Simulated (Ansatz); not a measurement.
The system is Hf2Pd2Se2Br2O3.

```
Hf Pd Se Br O
1.0
     7.58666   -1.70971   -1.17576
     7.58666    1.70971   -1.17576
    -2.02446    0.00000   13.05155
Hf Pd Se Br O
2 2 2 2 3
Direct
  0.94514 0.94514 0.06144
  0.60628 0.60628 0.28309
  0.17920 0.17920 0.50964
  0.32286 0.32286 0.74307
  0.92232 0.92232 0.84566
  0.78991 0.78991 0.58800
  0.58645 0.58645 0.04520
  0.24604 0.24604 0.28651
  0.59701 0.59701 0.42127
  0.38554 0.38554 0.07302
  0.03094 0.03094 0.22169
```

The cell was built by a generator and needn't be a form met in nature.

Base run:

| Quantity | Value |
| --- | --- |
| Program | Ansatz 0.2.0 |
| Functional | PBE |
| Potentials or basis | Ansatz PAW |
| Cutoff | 420 eV |
| Density cutoff | 1680 eV |
| k mesh | 8 × 8 × 2 |
| Occupations | fermi-dirac, width 0.05 eV |
| Spin | no spin polarisation |
| Hubbard terms | Hf d U = 8 eV, Pd d U = 8 eV |

Its results: band gap on the k mesh 1.29 eV, indirect (least direct gap 1.33 eV); pressure 3.0 GPa; largest force 0.760 eV/Å.

Problem. The run is repeated on the same cell with these changes: hubbard terms from Hf d U = 8 eV, Pd d U = 8 eV to Hf d U = 6 eV, Pd d U = 6 eV. What comes out?

Solution. Band gap on the k mesh 1.27 eV, indirect (least direct gap 1.31 eV); pressure 2.1 GPa; largest force 0.563 eV/Å.

Caveats: spin-orbit coupling is left out, which moves the levels of the heavy elements.

A k mesh can miss the band edges.

Not every run made on this cell is shown here.
